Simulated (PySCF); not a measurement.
# C11H12Br2: the cost of one run

Programs: PySCF 2.14.0, with density-fitted response routines of our own. Each step states its level of theory. These are calculated values for one molecule in the gas phase, unless marked as measured. Atoms are numbered from 0 throughout.

3 further runs of the same task are left out: 3 for a faulty analytic Hessian.

## (1) The molecule as given

25 atoms, charge 0, multiplicity 1; geometry from: GFN2-xTB.

Bonds of the start (Å): C0–C1 1.54, C1–C2 1.53, C1–C3 1.51, C3–C4 1.38, C4–C5 1.39, C5–C6 1.39, C6–C7 1.39, C7–C8 1.38, C8–C9 1.49, C9–Br10 2.00, C9–C11 1.53, C11–Br12 1.97, C11–C1 1.55, C8–C3 1.39, C0–H13 1.09, C0–H14 1.09, C0–H15 1.09, C2–H16 1.09, C2–H17 1.09, C2–H18 1.09, C4–H19 1.08, C5–H20 1.08, C6–H21 1.08, C7–H22 1.08, C9–H23 1.09, C11–H24 1.09.

## (2) Optimising the geometry at PBE0-D3(BJ)/def2-SVP

The job: settings as JSON, then the geometry in Å.

```
{"job": {"xc": "PBE0", "basis": "def2-SVP", "d3": "d3bj", "grid": 1, "kind": "geom"}, "charge": 0, "multiplicity": 1}
C     -0.737200    -2.469710     0.354040
C     -0.644960    -1.306550    -0.646390
C     -1.470000    -1.652890    -1.883860
C      0.805290    -1.035870    -0.967750
C      1.644730    -1.736500    -1.810420
C      2.962410    -1.322220    -1.936440
C      3.433200    -0.223140    -1.235560
C      2.595580     0.482470    -0.386400
C      1.283480     0.066560    -0.264490
C      0.208960     0.647010     0.586400
Br     0.512940     0.171120     2.501980
C     -1.071730     0.001700     0.062570
Br    -1.910030     1.303140    -1.160600
H     -0.333470    -3.371910    -0.099340
H     -1.774270    -2.654640     0.626610
H     -0.170010    -2.264330     1.257830
H     -1.200530    -2.644380    -2.239880
H     -1.291820    -0.942360    -2.687660
H     -2.531900    -1.654230    -1.645480
H      1.285060    -2.592460    -2.360460
H      3.630360    -1.864890    -2.588380
H      4.461430     0.085600    -1.348320
H      2.957550     1.334360     0.169620
H      0.179950     1.735960     0.598670
H     -1.820090    -0.166150     0.836880
```

Q: Estimate the wall time of this first job on 8 threads of Arm Neoverse V2, shared host.

About 5.1 min.
